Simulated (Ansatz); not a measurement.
Cl2GeH, SMILES [Cl][GeH][Cl], a short molecular-dynamics run

Program: Ansatz's Python interface.

Typed at the interpreter:
```pycon
>>> import ansatz as az
>>> import numpy as np
>>> molecule = (
...     az.Crystal.molecule()
...     .atom("Cl", (-1.6863, 0.7124, -0.6085))
...     .atom("Ge", (0.1857, -0.2194, -0.4264))
...     .atom("Cl", (0.1768, -1.4202, 1.3594))
...     .atom("H", (1.3793, 0.8669, -0.3448))
... )
>>> model = (
...     molecule.calculation()
...     .basis(gaussian="def2-SVP")
...     .functional("pbe")
...     .spin("collinear", total=1)
...     .md("nvt_langevin", timestep=0.5, steps=30, temperature=800, initial_velocities="maxwell_boltzmann", seed=17, friction=0.01)
... )
>>> frames = []
>>> model.session().plan().execute(on_event=lambda e: frames.append(e["data"]) if e["event"] == "md_step" else None)
<ansatz.RunOutcome object at 0x...>
>>> print("t (fs)   E_pot (eV)      E_kin (eV)   T (K)   d(0-1) (A)")
t (fs)   E_pot (eV)      E_kin (eV)   T (K)   d(0-1) (A)
>>> for f in frames[::2]:
...     xyz = np.array(f["positions_ang"])
...     print(f"{f['time_fs']:6.2f} {f['lagrangian_ev']:14.5f} {f['e_kin_ev']:10.5f} {f['temperature_k']:8.1f} {np.linalg.norm(xyz[0] - xyz[1]):9.4f}")
...
  0.00   -81547.12330    0.31022    600.0    2.0990
  1.00   -81547.12815    0.33681    651.4    2.0950
  2.00   -81547.09008    0.35084    678.6    2.0921
  3.00   -81547.01271    0.25984    502.6    2.0896
  4.00   -81546.94444    0.18067    349.4    2.0872
  5.00   -81546.94703    0.22889    442.7    2.0847
  6.00   -81547.01104    0.29193    564.6    2.0825
  7.00   -81547.07987    0.31044    600.4    2.0813
  8.00   -81547.11305    0.32959    637.5    2.0805
  9.00   -81547.10825    0.33893    655.5    2.0801
 10.00   -81547.07449    0.32766    633.7    2.0802
 11.00   -81547.02945    0.29063    562.1    2.0808
 12.00   -81546.99734    0.26055    503.9    2.0824
 13.00   -81546.99272    0.24395    471.8    2.0844
 14.00   -81547.01598    0.26336    509.4    2.0871
 15.00   -81547.05068    0.27563    533.1    2.0900
>>> print("mean temperature", round(float(np.mean([f["temperature_k"] for f in frames])), 1), "K")
mean temperature 551.7 K
```

Reading the output:
- Total energies depend on the basis set; only differences at equal settings carry meaning.
- The trajectory is only some femtoseconds long, so its temperature is not equilibrated; where the script doesn't relax first, it starts from a rough generated geometry.
- The species is open-shell (spin multiplicity 2).
- The printed temperature counts all 3N degrees of freedom under Langevin dynamics, so the first row lies under the target.
- Hardware and time: 83 s on 1 thread of Arm Neoverse V1 (shared host), peak memory 0.2 GiB.

(Lines on the test bed's own set-up are left out of the output.)
